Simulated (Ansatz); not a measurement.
# Cl₂HSeSi radical: one species, many methods

The task here is to estimate one member of a computed series from the others.

The runs use Ansatz 0.2.0, Gaussian basis; functionals in def2-TZVPP, the program's frozen cores in correlated methods.

Levels to be run: LDA (SPW92), PBE-D4, revPBE-D4, BLYP-D4, r2SCAN-D4, B97M-V, PBE0-D4, B3LYP-D4, r2SCANh-D4, r2SCAN0-D4, HSE06-D4, BHLYP-D4, CAM-B3LYP-D4, LC-ωPBE, ωB97X-V, ωB97M-V, B2PLYP, PBE-QIDH; CCSD(T)/def2-SVP; CCSD(T)/def2-TZVPP; MP2/def2-QZVPP; extrapolation to the limit; RPA on PBE.

**Structure used throughout**

An earlier PBE0-D4 in a triple-zeta def2 set relaxation fixed the geometry.

SMILES `Cl[Si](Cl)[SeH]`, 5 atoms, charge 0, spin multiplicity 2.

Atoms are counted from 1 here; the program's logs count them from 0.

Bond lengths: Cl1–Si2 2.057 Å, Si2–Cl3 2.051 Å, Si2–Se4 2.274 Å, Se4–H5 1.470 Å. Angles: Cl1–Si2–Cl3 109.3°, Cl1–Si2–Se4 112.6°, Cl3–Si2–Se4 105.5°, Si2–Se4–H5 91.1°.

The first run:

in.yaml

```yaml
crystal:
  periodic: [false, false, false]
  atoms:
    - {symbol: Cl, position_ang: [0.894523, 0.032412, 1.914098]}
    - {symbol: Si, position_ang: [-0.006219, -0.719525, 0.224647]}
    - {symbol: Cl, position_ang: [1.355261, -1.834349, -0.829606]}
    - {symbol: Se, position_ang: [-0.687490, 0.914764, -1.201975]}
    - {symbol: H, position_ang: [-1.506175, 1.532998, -0.148564]}
basis:
  gaussian: {orbitals: def2-TZVPP}
magnetization: {spin_polarized: true, initial_magnetization: 1}
hamiltonian: {xc: lda}
output: {orbitals: {seedname: orbitals}}
```

Run with:

```bash
ansatz run in.yaml --threads 4 --pin off --events-out ev --progress --plain --max-ram 10444MiB
```

Steps of the session up to this table: LDA; PBE-D4 (GGA); revPBE-D4 (GGA); BLYP-D4 (GGA); r2SCAN-D4 (meta-GGA); B97M-V (meta-GGA); B3LYP-D4 (hybrid); r2SCANh-D4 (hybrid); r2SCAN0-D4 (hybrid); HSE06-D4 (hybrid); BHLYP-D4 (hybrid); CAM-B3LYP-D4 (range-separated); LC-ωPBE (range-separated); ωB97X-V (range-separated); ωB97M-V (range-separated); B2PLYP (double hybrid); PBE-QIDH (double hybrid).

One table of the session follows, with a row left open; its other results are not shown here.

It belongs to the step «Orbital energies across the functionals». 

```
  functional  HOMO (eV)  LUMO (eV)  gap (eV)
 LDA (SPW92)      -5.42      -4.47      0.95
      PBE-D4      -5.40      -4.07      1.33
   revPBE-D4      -5.37      -3.94      1.44
     BLYP-D4      -5.20      -4.07      1.13
   r2SCAN-D4      -5.78      -3.66      2.12
      B97M-V      -5.54      -4.01      1.53
     PBE0-D4      -6.54      -3.25      3.29
    B3LYP-D4      -6.27      -3.61      2.66
  r2SCANh-D4      -6.19      -3.38      2.82
  r2SCAN0-D4      -6.81      -2.96      3.86
    HSE06-D4      -6.15      -3.63      2.53
    BHLYP-D4      -7.51      -2.48      5.03
CAM-B3LYP-D4      -7.73      -2.38      5.35
     LC-ωPBE      -9.11      -1.04      8.07
     ωB97X-V          ?          ?         ?
     ωB97M-V      -8.27      -1.67      6.60
```

Q: Estimate the row for ωB97X-V from the others.

As computed: HOMO (eV): -8.63; LUMO (eV): -1.52; gap (eV): 7.11. In the column «HOMO (eV)» it lies between LC-ωPBE (-9.11) and ωB97M-V (-8.27).
